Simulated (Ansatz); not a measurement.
# GeAs− (singlet): the correlation ladder, aug-cc-pVDZ

An exercise on one series of results from a longer session: the logs are not shown, and one member is left open.

Program: Ansatz 0.2.0, Gaussian basis. Level of theory: aug-cc-pVDZ, core rule «outside noble gas», up to 28 orbitals frozen. These are calculated values, not measurements.

To be run: UHF; CCSD(T) on RHF; BCCD(T) on RHF; CISD; CCSDT(Q) on RHF; CCSDT(Q) on UHF; CASSCF and MRCISD+Q, 10 electrons in 8 orbitals; CASSCF and MRCISD+Q(relaxed), 10 electrons in 8 orbitals; CASSCF and NEVPT2, 10 electrons in 8 orbitals.

24 further runs of the same task are left out: 16 that didn't finish, 8 set aside as unsound or not needed.

**The system**

The geometry is a PBE0/def2-TZVPD stationary point (not a proven minimum) of the parent state, kept for this charge and spin. No spin-orbit coupling is included. The filled d shell of Ge, As may be among the frozen orbitals whatever the setting's name suggests; the logs give the count.

2 atoms, charge -1, spin multiplicity 1.

Atoms are counted from 1 here; the program's logs count them from 0.

Bond lengths: Ge1–As2 2.357 Å.

Geometry (Å):

```xyz
2

Ge    0.0000    0.0000    0.0000
As    0.0000    0.0000    2.3569
```

Set-up of the first run:

File in.yaml:

```yaml
crystal:
  periodic: [false, false, false]
  atoms:
    - {symbol: Ge, position_ang: [0.000000, 0.000000, 0.000000]}
    - {symbol: As, position_ang: [0.000000, 0.000000, 2.356900]}
basis:
  gaussian: {orbitals: aug-cc-pVDZ}
total_charge: -1
magnetization: {spin_polarized: true, initial_magnetization: 0}
hamiltonian: {xc: hf}
output: {orbitals: {seedname: orbitals}}
```

The run is started by

```sh
ansatz run in.yaml --threads 1 --pin off --events-out ev --progress --plain --max-ram 2393MiB
```

Among the steps run: UHF; CCSD(T) on RHF; BCCD(T) on RHF; CISD; CCSDT(Q) on RHF; CCSDT(Q) on UHF; CASSCF and MRCISD+Q, 10 electrons in 8 orbitals; CASSCF and MRCISD+Q(relaxed), 10 electrons in 8 orbitals; CASSCF and NEVPT2, 10 electrons in 8 orbitals.

One table of the session follows, with a row left open; its other results are not shown here.

```
                   method  from RCCSDT(Q) (meV)
                      RHF               +6656.1
                     RMP2                +826.8
                     CISD               +1197.7
                    RCCSD                +547.4
                 RCCSD(T)                 +79.3
                  BCCD(T)                 +79.0
                   RCCSDT                 +66.4
                RCCSDT(Q)                     0
           CASSCF valence               +4299.0
           NEVPT2 valence                +959.2
           MRCISD valence                +427.6
         MRCISD+Q valence                     ?
MRCISD+Q(relaxed) valence                 +15.1
```

**Question.** Estimate the row for MRCISD+Q valence.

The run gave: from RCCSDT(Q) (meV): +31.5. In the column «from RCCSDT(Q) (meV)» it lies between MRCISD+Q(relaxed) valence (+15.1) and RCCSDT (+66.4).

Not comparable, so not listed: CCSDT(Q) on UHF (they don't share determinant, frozen orbitals or solution with the rows shown, or repeat one).
